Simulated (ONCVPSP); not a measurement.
# Mo: generating and testing an ONCV potential

Do these settings give a usable potential? It is generated, then checked for transferability, scattering, ghosts and hardness.

The numbers are computed with ONCVPSP 4.0.1.1 (patched build) (PBE, scalar-relativistic, spin-unpolarised reference atom).

### 1 The atom and the settings

The settings as typed:

```
element                 : molybdenum (Mo, Z = 42)
type                    : optimised norm-conserving Vanderbilt (ONCV)
frozen core             : [Ar] 3d10 4s2
valence charge          : 12
reference configuration : 4p6 4d5 5s1
partial waves           : 5s: rc 2.55 bohr, ncon 5, nbas 8, qcut 2.1 1/bohr, 2 projectors, debl 2.6 Ha; 4p: rc 1.60 bohr, ncon 5, nbas 9, qcut 6.9 1/bohr, 2 projectors, debl 1.8 Ha; 4d: rc 1.60 bohr, ncon 4, nbas 7, qcut 6.1 1/bohr, 2 projectors, debl 3.2 Ha; f scattering state at 0.13 Ha: rc 2.30 bohr, ncon 3, nbas 7, qcut 4.1 1/bohr, 3 projectors, debl 2.7 Ha
local potential         : polynomial inside 1.50 bohr (lpopt 5, dvloc0 0 Ha)
core correction         : Teter function, fcfact 2.25, rcfact 1.4
```

The nodes and maxima of the atom's own shells, from an earlier all-electron run, set the scale for the radii.

All-electron outer shells of the reference configuration (PBE, scalar-relativistic, ld1.x):

| shell | level (eV) | outermost node (bohr) | outermost maximum (bohr) |
| --- | --- | --- | --- |
| 4s | -64.35 | 0.51 | 0.99 |
| 4p | -38.49 | 0.52 | 1.08 |
| 5s | -4.09 | 1.34 | 2.93 |
| 4d | -3.75 | 0.53 | 1.38 |
| 5p | -1.04 | 1.54 | 4.11 |

### 2 The generation run

Mo.dat

```
# ATOM AND REFERENCE CONFIGURATION
# atsym  z   nc   nv     iexc    psfile
  Mo 42.00    7    3        4      upf
#
#   n    l    f
    1    0    2.00
    2    0    2.00
    2    1    6.00
    3    0    2.00
    3    1    6.00
    3    2   10.00
    4    0    2.00
    4    1    6.00
    4    2    5.00
    5    0    1.00
#
# PSEUDOPOTENTIAL AND OPTIMIZATION
# lmax
    3
#
#   l,   rc,      ep,       ncon, nbas, qcut
    0    2.55    0.00    5    8    2.10
    1    1.60    0.00    5    9    6.90
    2    1.60    0.00    4    7    6.10
    3    2.30    0.13    3    7    4.10
#
# LOCAL POTENTIAL
# lloc, lpopt,  rc(5),   dvloc0
    4    5    1.50    0.00
#
# VANDERBILT-KLEINMAN-BYLANDER PROJECTORs
# l, nproj, debl
    0    2    2.60
    1    2    1.80
    2    2    3.20
    3    3    2.70
#
# MODEL CORE CHARGE
# icmod, fcfact, rcfact
    3    2.25    1.40
#
# LOG DERIVATIVE ANALYSIS
# epsh1, epsh2, depsh
   -3.00    5.00    0.02
#
# OUTPUT GRID
# rlmax, drl
    6.00    0.01
#
# TEST CONFIGURATIONS
# ncnf
    4
# nvcnf
#   n    l    f
    3
    4    1    6.00
    4    2    5.00
    5    0    0.00
#
    3
    4    1    6.00
    4    2    4.00
    5    0    0.00
#
    3
    4    1    6.00
    4    2    3.00
    5    0    0.00
#
    4
    4    1    6.00
    4    2    4.00
    5    0    1.00
    5    1    1.00
#
```

The run is started by

```
$ oncvpsp.x < Mo.dat > Mo.out
```

**Question.** What will these runs give? Wanted: cutoffs for 1 and 0.1 mHa per electron, occupied waves; bound ghosts; GHOST(+) flags; largest test error; largest phase difference near zero energy, channels read; rms error of d²Exc/dn², without and with the model core.

**Answer**, as computed:

| quantity | value |
| --- | --- |
| cutoffs for 1 and 0.1 mHa per electron, occupied waves | 20 Ha and 58 Ha |
| bound ghosts | s at -9.43 eV |
| GHOST(+) flags | none at low energy |
| largest test error (AE − PS) | +58 meV, for 4p6 4d3 5s0 |
| largest phase difference near zero energy, channels read | 0.424 rad |
| rms error of d²Exc/dn², without and with the model core | 2.99 and 1.39 mHa |

What this shows: It has a bound ghost (s), a state that the atom doesn't have, and that rules the file out. By total energies transferability is fair: the largest error is 58 meV on 49.1 eV, for 4p6 4d3 5s0. That test lies far up in energy; among those under 40 eV, nearer to bonding, the largest error is 17 meV. The potential is of middling hardness: the looser tolerance needs 20 Ha. The tighter tolerance needs 58 Ha, and converged work needs a cutoff nearer that. Near zero energy the largest phase difference among the channels read is 0.42 rad, in the s channel. These are tests on the free atom; a crystal test is still owed.
